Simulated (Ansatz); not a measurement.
# LaPd3 (AuCu3 type): bands and what follows from them

What do the bands of LaPd3 (AuCu3 type) imply? The runs give the Fermi surface and transport coefficients.

Program: Ansatz 0.2.0. Level of theory: DFT PBEsol, scalar-relativistic, plane waves, PAW. These are calculated values, not measurements.

6 further runs of the same task are left out: 6 set aside as unsound or not needed.

## Step 1: The starting structure

The structure is cubic, space group Pm-3m (No. 221). Conventional cell: a = 4.228 Å, b = 4.228 Å, c = 4.228 Å, α = 90.00°, β = 90.00°, γ = 90.00°. Around La (site symmetry m-3m) lie 12 Pd at 2.99 Å. Pd (site symmetry 4/mmm) is surrounded by 4 La at 2.99 Å and 8 Pd at 2.99 Å.

As a file:

```xyz
4
Lattice="4.2280 0.0000 0.0000 0.0000 4.2280 0.0000 0.0000 0.0000 4.2280" Properties=species:S:1:pos:R:3 pbc="T T T"
La    0.0000    0.0000    0.0000
Pd    0.0000    2.1140    2.1140
Pd    2.1140    2.1140    0.0000
Pd    2.1140    0.0000    2.1140
```

The cell is the measured one, not relaxed. At PBEsol, an earlier run found -6.32 GPa for this cell of 18.895 Å³/atom (8×8×8 mesh), a metal on this mesh. The cell is stretched at this level.

## Step 2: Bands on a fine mesh, Fermi surface

input.yaml reads:

```yaml
crystal:
  lattice:
    - [4.2279988746, 0.0, 0.0]
    - [0.0, 4.2279988746, 0.0]
    - [0.0, 0.0, 4.2279988746]
  atoms:
    - { symbol: La, position: [0.0, 0.0, 0.0] }
    - { symbol: Pd, position: [0.0, 0.5, 0.5] }
    - { symbol: Pd, position: [0.5, 0.5, 0.0] }
    - { symbol: Pd, position: [0.5, 0.0, 0.5] }
basis:
  ecutwfc: 420
  ecutrho_ratio: 4
kpoints:
  mp_grid: { grid: [8, 8, 8] }
hamiltonian:
  xc: pbesol
scf:
  occupations: { method: gaussian, width: 0.05 }
output:
  forces: true
  stress: true
  eigenvalues: true
  eigenstates:
    nscf_kmesh: { grid: [10, 10, 10] }
    de_dk: true
    e_range: [-2.5, 2.5]
  write_density: true
  write_potential: true
  elf: true
  volumetric_format: npy
```

Run with:

```bash
$ ansatz run input.yaml --threads 4 --pin off --max-ram 9216MiB --backend cpu --events-out ev --progress --plain --runs-dir out
```

Log (excerpt; [...] marks lines left out):

```text
Warning: RAYON_NUM_THREADS=4 ignored (pool sized by the plan → 4); use --threads N
[...]
Pseudopotentials: kind: paw
Pseudopotential: La, paw, valence charge 11, recommended cutoff 420 eV (normal), La.paw.azcp
Pseudopotential: Pd, paw, valence charge 18, recommended cutoff 420 eV (normal), Pd.paw.azcp
Functional definition: PBEsol
[...]
Crystal: 4 atoms, lattice volume = 75.580 Å³
Basis set: ecut = 420 eV, 1419 PW (Γ), exchange–correlation on 60×60×60 points (8 copies of the dense FFT grid, shifted against one another)
Bands: 39, of which v1, the nominal top of the filled ones, is band 33 counted from 1 (32 counted from 0)
Symmetry: 48 space group operations
Space group: Pm-3m (ITA 221), of the structure as read, at distance tolerance 4.2e-5 Å
k-points: 35 of 512
[...]
SCF iter   1: F=—  HF=-26884.313647 eV  |F-HF|=—  |Δ(HF+E_count)|=         —  Δρ=1.12e-2  dr2=1.21e-1  ethr=1.77e-3  ⟨swp⟩=4.5  Hψ=4675  notcnv=0
[...]
SCF iter   9: F=-26884.292278 eV  HF=-26884.292278 eV  |F-HF|=7.28e-12  |Δ(HF+E_count)|=    0.00e0  Δρ=3.19e-8  dr2=1.02e-12  ethr=1.00e-12  ⟨swp⟩=9.9  Hψ=6491  notcnv=0
[...]
NSCF: frozen V_eff on 56 k-points
SCF converged after 9 iterations
Free energy (F): -26884.292278 eV
[...]
E sigma→0 (E₀):  -26884.291465 eV
Entropy (-TS):   -0.001626 eV (-0.406 meV/atom)
Fermi energy:    16.436206 eV
[...]
--- Forces (eV/Å), atoms counted from 1 ---
  atom   1  La     0.00000000    -0.00000000    -0.00000000
  atom   2  Pd     0.00000000     0.00000000     0.00000000
  atom   3  Pd     0.00000000     0.00000000     0.00000000
  atom   4  Pd     0.00000000    -0.00000000     0.00000000
[...]
--- Stress (GPa, compression-positive) ---
       -6.323769       0.000000       0.000000
       -0.000000      -6.323769       0.000000
       -0.000000       0.000000      -6.323769
  P = ⅓ Tr σ = -6.3238 GPa (-63.238 kbar)
--- Band table (eV; the first three rows and the last of 35) ---
[...]
--- Fermi surface from the table of eigenstates, both spin states counted (twice the sheets' area in a run without spin) ---
  How far the three rows differ hints at the mesh's error and does not bound it.
  reading                E - E_F (eV)   area (Å⁻²)  resistivity times mean free path along x, y, z (Ω·m²), under one mean free path over the surface
  by tetrahedra                0.1999       16.344  1.8705e-15  1.8705e-15  1.8705e-15
  by the states' slopes  not read: the table lacks a row of a band that the level cuts (widen output.eigenstates.e_range, raise output.eigenstates.top_band)
  on every second point        0.2327       18.022  1.6963e-15  1.6963e-15  1.6963e-15
```

Wall time 1.2 s (4 threads of AMD EPYC 9R45 (Zen 5), shared host); peak memory 0.52 GiB.

Result: volume 18.895 Å³/atom, pressure -6.32 GPa, a metal on this mesh.

Bands that cross the Fermi level on the 10×10×10 mesh (edges cut at 2.5 eV from it):

```csv
spin,band,lowest (eV),highest (eV)
both,32,-1.23,0.51
both,33,-0.56,2.38
```

Density in a lattice plane of the grid's cell (edges 4.23 and 4.23 Å, at 0.000 of the third edge), which holds La and Pd.

Ten even steps from '0' (0.10 e/Å³) to '9' (13.91 e/Å³):
```
001100000000000000000110
111100000000000000000111
111000000000000000000011
000000000000000000000000
000000000000000000000000
000000000001110000000000
000000000123332100000000
000000001246764210000000
000000002478987420000000
000000002589998520000000
000000002478987420000000
000000001246764210000000
000000000123332100000000
000000000001110000000000
000000000000000000000000
000000000000000000000000
111000000000000000000011
111100000000000000000111
001100000000000000000110
001110000000000000001110
```
Columns run along the first of these edges and rows up along the second, over one cell in 24 and 20 even steps from the bottom left corner. Atoms in the plane (fractional): La at (0.00, 0.00), Pd at (0.50, 0.50).

ELF in the same plane.

Ten even steps from '0' (0.02) to '9' (0.81):
```
014899741111111114799841
458998631112221113689985
999997421122222112479999
999864211222222211246899
776532122233333222123567
332211223445554432211223
111112234566666543221111
111122345666566654322111
111222345654345654322211
112222346653235664322221
111222345654345654322211
111122345666566654322111
111112234566666543221111
332211223445554432211223
776532122233333222123567
999864211222222211246899
999997421122222112479999
458998631112221113689985
014899741111111114799841
003799741111111114799730
```
Columns run along the first of these edges and rows up along the second, over one cell in 24 and 20 even steps from the bottom left corner. Atoms in the plane (fractional): La at (0.00, 0.00), Pd at (0.50, 0.50).

Both are smooth fields of the valence electrons: close to the nuclei they are not physical.

## Step 3: States of the whole zone by energy, transport at constant relaxation time

Changes to input.yaml since step 2:

```diff
@@ -23,9 +23,2 @@
   eigenvalues: true
-  eigenstates:
-    nscf_kmesh: { grid: [10, 10, 10] }
-    de_dk: true
-    e_range: [-2.5, 2.5]
-  write_density: true
-  write_potential: true
-  elf: true
-  volumetric_format: npy
+  states_by_energy: { minimum_broadening: 0.05 }
```

Run with:

```bash
$ ansatz run input.yaml --threads 4 --pin off --max-ram 9216MiB --backend cpu --events-out ev --progress --plain --runs-dir out
```

Log (excerpt; [...] marks lines left out):

```text
Warning: RAYON_NUM_THREADS=4 ignored (pool sized by the plan → 4); use --threads N
[...]
[... 4 set-up lines as earlier in the session ...]
[...]
Crystal: 4 atoms, lattice volume = 75.580 Å³
Basis set: ecut = 420 eV, 1419 PW (Γ), exchange–correlation on 60×60×60 points (8 copies of the dense FFT grid, shifted against one another)
Bands: 39, of which v1, the nominal top of the filled ones, is band 33 counted from 1 (32 counted from 0)
[... 2 set-up lines as earlier in the session ...]
k-points: 35 of 512
[...]
SCF iter   1: F=—  HF=-26884.313647 eV  |F-HF|=—  |Δ(HF+E_count)|=         —  Δρ=1.12e-2  dr2=1.21e-1  ethr=1.77e-3  ⟨swp⟩=4.5  Hψ=4675  notcnv=0
[...]
SCF iter   6: F=-26884.292278 eV  HF=-26884.292278 eV  |F-HF|=2.76e-8  |Δ(HF+E_count)|=   2.34e-7  Δρ=7.79e-6  dr2=5.20e-8  ethr=1.54e-10  ⟨swp⟩=8.4  Hψ=6632  notcnv=0
[...]
NSCF: frozen V_eff on 8 k-points
SCF converged after 6 iterations
Free energy (F): -26884.292278 eV
[...]
E sigma→0 (E₀):  -26884.291465 eV
Entropy (-TS):   -0.001626 eV (-0.407 meV/atom)
Fermi energy:    16.436214 eV
[...]
--- Forces (eV/Å), atoms counted from 1 ---
  atom   1  La    -0.00000000     0.00000000     0.00000000
  atom   2  Pd     0.00000000    -0.00000000     0.00000000
  atom   3  Pd     0.00000000     0.00000000    -0.00000000
  atom   4  Pd     0.00000000    -0.00000000     0.00000000
[...]
--- Stress (GPa, compression-positive) ---
       -6.323743      -0.000000       0.000000
        0.000000      -6.323743       0.000000
        0.000000       0.000000      -6.323743
  P = ⅓ Tr σ = -6.3237 GPa (-63.237 kbar)
--- Band table (eV; the first three rows and the last of 35) ---
[...]
```

It took 25 s on 4 threads of AMD EPYC 9R45 (Zen 5), shared host; peak memory 1 GiB.

Result: volume 18.895 Å³/atom, pressure -6.32 GPa, a metal on this mesh.

A script then sums the file of states by energy over Fermi windows, for rigid-band transport at a constant relaxation time τ. Negative carriers are holes, and the chemical potential counts from the run's Fermi level:

```csv
T (K),electrons added (10¹⁹ cm⁻³),chemical potential (eV),σ/τ xx (10²⁰/Ω m s),Seebeck xx (μV/K),Lorenz xx (10⁻⁸ V²/K²)
600,0,0.181,4.02,-3,2.40
600,1,0.181,4.02,-3,2.40
600,-1,0.180,4.02,-3,2.40
600,10,0.188,4.02,-3,2.40
600,-10,0.173,4.01,-3,2.40
600,100,0.259,4.06,-1,2.40
600,-100,0.107,3.94,-5,2.40
900,0,0.186,3.99,-4,2.36
900,1,0.187,3.99,-4,2.36
900,-1,0.185,3.99,-4,2.36
900,10,0.194,4,-4,2.36
900,-10,0.179,3.99,-4,2.36
900,100,0.263,4.04,-2,2.35
900,-100,0.115,3.93,-6,2.37
```

## Step 4: Outcome

```
                               quantity                                             value
       Fermi-surface area, spins summed                                         16.34 Å⁻²
resistivity × mean free path, xx and zz                           1.87, 1.87 × 10⁻¹⁵ Ω m²
                  largest S²σ/τ along x  at 900 K with 100 × 10¹⁹ cm⁻³ holes, S = -6 μV/K
```

**Reading.** On the fine mesh the Fermi surface has sheets from 2 bands. Among the cases computed, S²σ/τ along x is largest at 900 K for hole doping of 100 × 10¹⁹ cm⁻³. That is the edge of the range tried, not a located peak.
